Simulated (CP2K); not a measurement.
# Sr2SO in CP2K: the effect of functional

Crystal: Sr2SO.

```
Sr S O
1.0
     4.04324    0.00000    0.00000
     0.00000    4.04324    0.00000
     0.00000    0.00000    5.71800
Sr S O
2 1 1
Direct
  0.50000 0.50000 0.50000
  0.00000 0.00000 0.00000
  0.00000 0.00000 0.50000
  0.50000 0.50000 0.00000
```

The cell comes from a database or a generator and needn't be the stable form of this composition.

Alike in all runs:

```yaml
Program: CP2K 2026.2
Task: band structure
k_mesh: 5 × 5 × 4
Occupations: fermi-dirac, width 0.05 eV
Spin: no spin polarisation
```

Q: One run gave: gap on the mesh 2.83 eV; pressure -0.5 GPa. Which functional did it use?
A. r2SCAN
B. PBEsol
C. RPBE
D. LDA
E. BLYP

A: A.

```tsv
functional	potentials or basis	gap on the mesh (eV)	pressure (GPa)
LDA	GTH_POTENTIALS Sr GTH-PADE-q10, S GTH-PADE-q6, O GTH-PADE-q6; TZVP-MOLOPT-PBE-GTH basis	2.44	-4.2
PBEsol	POTENTIAL_UZH Sr GTH-PBE-q10, S GTH-PBE-q6, O GTH-PBE-q6; TZVP-MOLOPT-PBE-GTH basis	2.46	-1.7
RPBE	POTENTIAL_UZH Sr GTH-PBE-q10, S GTH-PBE-q6, O GTH-PBE-q6; TZVP-MOLOPT-PBE-GTH basis	2.53	2.5
revPBE	POTENTIAL_UZH Sr GTH-PBE-q10, S GTH-PBE-q6, O GTH-PBE-q6; TZVP-MOLOPT-PBE-GTH basis	2.53	2.0
BLYP	GTH_POTENTIALS Sr GTH-BLYP-q10, S GTH-BLYP-q6, O GTH-BLYP-q6; TZVP-MOLOPT-PBE-GTH basis	2.59	2.5
r2SCAN	POTENTIAL_UZH Sr GTH-SCAN-q10, S GTH-SCAN-q6, O GTH-SCAN-q6; TZVP-MOLOPT-SCAN-GTH basis	2.83	-0.5
```

Caveats: the basis of atomic orbitals isn't converged, which shifts pressures, moduli and gaps; the potentials were made for another functional, which shifts forces and pressure (some runs).

Runs at the PBE level aren't shown here.
